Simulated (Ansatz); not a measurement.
# NbMoS4: the cost of one run

Method: DFT PBE+D3(BJ), plane waves, PAW, scalar-relativistic, no spin polarisation, in Ansatz 0.2.0.

## (1) Starting point

The cell holds 12 atoms (Mo2Nb2S8): a = 6.582 Å, b = 6.582 Å, c = 6.538 Å, α = 104.78°, β = 75.22°, γ = 120.10°.

Structure file:

```xyz
12
Lattice="-5.7031 -3.2861 0.0000 5.7031 -3.2861 0.0000 -1.9243 0.0000 6.2480" Properties=species:S:1:pos:R:3 pbc="T T T"
Nb    0.8985   -1.6430    6.2421
Mo   -1.9024   -3.2861    6.2433
S     1.8696   -3.2861    1.5558
S    -0.9157   -4.9291    1.5155
S    -2.8392   -4.9291    4.7248
S    -0.0552   -3.2861    4.6853
Nb    0.8985   -4.9291    6.2421
Mo   -7.6055   -3.2861    6.2433
S    -3.8335   -3.2861    1.5558
S    -0.9157   -1.6430    1.5155
S    -2.8392   -1.6430    4.7248
S    -5.7582   -3.2861    4.6853
```

## (2) Dynamics

370 steps of 2 fs under a Langevin thermostat, set from 300 K to 2800 K by a schedule.

Input file input.yaml:

```yaml
crystal:
  lattice:
    - [-5.703069, -3.286075, 0.0]
    - [5.703069, -3.286075, 0.0]
    - [-1.924271, 0.0, 6.247963]
  atoms:
    - { symbol: Nb, position: [0.0026809, 0.4973191, 0.9990678] }
    - { symbol: Mo, position: [0.4982102, 0.5017898, 0.9992549] }
    - { symbol: S, position: [0.2940835, 0.7059165, 0.2490042] }
    - { symbol: S, position: [0.789359, 0.710641, 0.2425637] }
    - { symbol: S, position: [0.8713411, 0.6286589, 0.7562169] }
    - { symbol: S, position: [0.3783263, 0.6216737, 0.7498914] }
    - { symbol: Nb, position: [0.5026809, 0.9973191, 0.9990678] }
    - { symbol: Mo, position: [0.9982102, 0.0017898, 0.9992549] }
    - { symbol: S, position: [0.7940835, 0.2059165, 0.2490042] }
    - { symbol: S, position: [0.289359, 0.210641, 0.2425637] }
    - { symbol: S, position: [0.3713411, 0.1286589, 0.7562169] }
    - { symbol: S, position: [0.8783263, 0.1216737, 0.7498914] }
basis:
  ecutwfc: 420.0
kpoints:
  mp_grid: { grid: [3, 3, 3] }
hamiltonian:
  xc: pbe
  dispersion: d3bj
scf:
  occupations: { method: fermi_dirac, width: 0.24 }
  lower_state_search: "off"
md:
  timestep: 2
  n_steps: 370
  ensemble: nvt_langevin
  temperature: 300.0
  initial_velocities: maxwell_boltzmann
  seed: 709419
  friction: 0.02
  temperature_schedule: [{ n_steps: 370, end_temperature: 2800.0 }]
```

Launch:

```bash
> ansatz run input.yaml --threads 2 --pin off --max-ram 5120MiB --backend cpu --events-out ev --progress --plain --runs-dir out
```

What time and memory should one allow on 2 threads of Arm Neoverse V2, shared host?

About 43 min, with a peak of 0.71 GiB.
